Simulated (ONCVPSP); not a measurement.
# An ONCV potential for S, from input to tests

Do these settings give a usable potential? It is generated, then checked for transferability, scattering, ghosts and hardness.

The numbers are computed with ONCVPSP 4.0.1 (Wu-Cohen, scalar-relativistic, spin-unpolarised reference atom).

### Step 1. Settings

The settings as typed:

- element: sulfur (S, Z = 16)
- type: optimised norm-conserving Vanderbilt (ONCV)
- frozen core: [Ne]
- valence charge: 6
- reference configuration: 3s1 3p5
- partial waves: 3s: rc 1.15 bohr, ncon 4, nbas 8, qcut 5.3 1/bohr, local; 3p: rc 1.15 bohr, ncon 3, nbas 7, qcut 7.1 1/bohr, 2 projectors, debl 1.7 Ha
- local potential: the s channel
- core correction: Teter function, fcfact 5.5, rcfact 1.8

The nodes and maxima of the atom's own shells, from an earlier all-electron run, set the scale for the radii.

All-electron outer shells of the reference configuration (Wu-Cohen, scalar-relativistic, ld1.x):

```tsv
shell	level (eV)	outermost node (bohr)	outermost maximum (bohr)
2s	-212.81	0.13	0.39
2p	-157.91	–	0.33
3s	-17.88	0.60	1.40
3p	-7.53	0.58	1.59
```

### Step 2. Generating the potential

S.dat

```
# ATOM AND REFERENCE CONFIGURATION
# atsym  z   nc   nv     iexc    psfile
  S 16.00    3    2  -118130      upf
#
#   n    l    f
    1    0    2.00
    2    0    2.00
    2    1    6.00
    3    0    1.00
    3    1    5.00
#
# PSEUDOPOTENTIAL AND OPTIMIZATION
# lmax
    1
#
#   l,   rc,      ep,       ncon, nbas, qcut
    0    1.15    0.00    4    8    5.30
    1    1.15    0.00    3    7    7.10
#
# LOCAL POTENTIAL
# lloc, lpopt,  rc(5),   dvloc0
    0    5    1.15    0.00
#
# VANDERBILT-KLEINMAN-BYLANDER PROJECTORs
# l, nproj, debl
    0    0    1.20
    1    2    1.70
#
# MODEL CORE CHARGE
# icmod, fcfact, rcfact
    3    5.50    1.80
#
# LOG DERIVATIVE ANALYSIS
# epsh1, epsh2, depsh
   -2.00    5.00    0.02
#
# OUTPUT GRID
# rlmax, drl
    6.00    0.01
#
# TEST CONFIGURATIONS
# ncnf
    4
# nvcnf
#   n    l    f
    2
    3    0    2.00
    3    1    4.00
#
    2
    3    0    2.00
    3    1    3.00
#
    2
    3    0    2.00
    3    1    2.00
#
    2
    3    0    2.00
    3    1    0.00
#
```

Command:

```bash
oncvpsp.x < S.dat > S.out
```

What does the calculation give? Wanted: cutoffs for 1 and 0.1 mHa per electron, occupied waves; bound ghosts; GHOST(+) flags; largest test error; largest phase difference near zero energy, channels read; rms error of d²Exc/dn², without and with the model core.

**Answer**, as computed:

| quantity | value |
| --- | --- |
| cutoffs for 1 and 0.1 mHa per electron, occupied waves | 34 Ha and 125 Ha |
| bound ghosts | p at -2594.54 eV |
| GHOST(+) flags | p at 1442 eV, p at 2336 eV (1 near or above the test basis's cutoff) |
| largest test error (AE − PS) | -184 meV, for 3s2 3p0 |
| largest phase difference near zero energy, channels read | 0.013 rad |
| rms error of d²Exc/dn², without and with the model core | 2.30 and 5.32 mHa |

What this shows: It has a bound ghost (p), a state that the atom doesn't have, and that rules the file out. By total energies transferability is fair for so large an energy: the largest error is 184 meV on 104.6 eV, for 3s2 3p0. That test lies far up in energy; among those under 40 eV, nearer to bonding, the largest error is 4.7 meV. By its cutoff, 34 Ha for the looser tolerance, it is of middling hardness. The tighter tolerance needs 125 Ha, and converged work needs a cutoff nearer that. At the looser tolerance the 3s wave is the slowest; 3p needs 7 Ha. Near zero energy the phases of the channels with partial waves agree within 0.013 rad. The program also flags highly localised states, GHOST(+) (p).
